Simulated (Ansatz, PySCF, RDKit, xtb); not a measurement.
# Isomers of C3H9FOSi, a sample narrowed down

A sample of isomers of C3H9FOSi is drawn. Aim: find which of them has the lowest free energy at 298.15 K, then its properties. The sample is small against all isomers, and the most stable one of this formula need not be in it.

Plan: many cheap relaxations first (GFN2-xTB), then density-functional screening, relaxation at B3LYP-D3(BJ)/def2-SVP, vibrations (at GFN2-xTB) and a final energy. The numbers are computed, not measured.

## 1. Possible bonding patterns

Isomers were taken from a list of plausible structures; this is a sample, not all of them. That gives 7 candidates.

| label | SMILES | spin |
| --- | --- | --- |
| c089 | CO[Si](C)(C)F | singlet |
| c359 | CO[SiH2][C@H](C)F | singlet |
| c508 | C[C@H](CO)[SiH2]F | singlet |
| c565 | C[C@H](CF)[SiH2]O | singlet |
| c571 | C[C@H](CF)O[SiH3] | singlet |
| c581 | C[C@H](F)CO[SiH3] | singlet |
| c699 | CCO[Si@H](C)F | singlet |

Candidates are built by distance geometry, with a force field where one applies, in up to four conformers (letters a to d).

Q: Predict the outcome of this search (final energies at CCSD(T)/def2-SVP + MP2/def2-TZVPP - MP2/def2-SVP).

| quantity | value |
| --- | --- |
| lowest structure found | CO[Si](C)(C)F, singlet |
| next finalist | CCO[Si@H](C)F, singlet, 8.5 kcal/mol higher in G |
| share at equilibrium, among the finalists | 100.0 % |
| dipole moment (PBE0/def2-SVPD) | 1.75 D |
| HOMO energy (PBE0/def2-SVPD) | -8.25 eV |
| LUMO energy (PBE0/def2-SVPD) | 0.43 eV |
| HOMO–LUMO gap (PBE0/def2-SVPD) | 8.67 eV |
| lowest excitation (TD-PBE0/def2-SVPD) | 7.54 eV (f = 0.012) |
| strongest of the states computed, same level | 8.56 eV (f = 0.044) |
| lowest triplet excitation, same level, Tamm-Dancoff | 7.39 eV |
| vertical ionisation energy | 10.22 eV |
| vertical electron affinity | -1.50 eV (unbound: the value depends on the basis) |
| vertical triplet less singlet | +7.53 eV |

The lowest structure found is `CO[Si](C)(C)F`. The margin of 8.5 kcal/mol over the next finalist is beyond the usual error of the last level; it says nothing of structures that weren't ranked. HF/STO-3G, r2SCAN-D4/def2-SVP, B3LYP-D3(BJ)/def2-SVP, HF/def2-SVP and MP2/def2-SVP already put its bonding pattern lowest among the structures in one piece; GFN2-xTB favours the singlet CCO[Si@H](C)F. One minimum inside the window was never screened. The search is not exhaustive (a finite list of starts, one conformer a finalist), so a lower isomer can't be ruled out. Only 7 drawn patterns were tried, so whole families of isomers are missing, and the result ranks this sample alone. The lowest isomer need not be the one that is made and kept in a bottle, which depends on barriers.
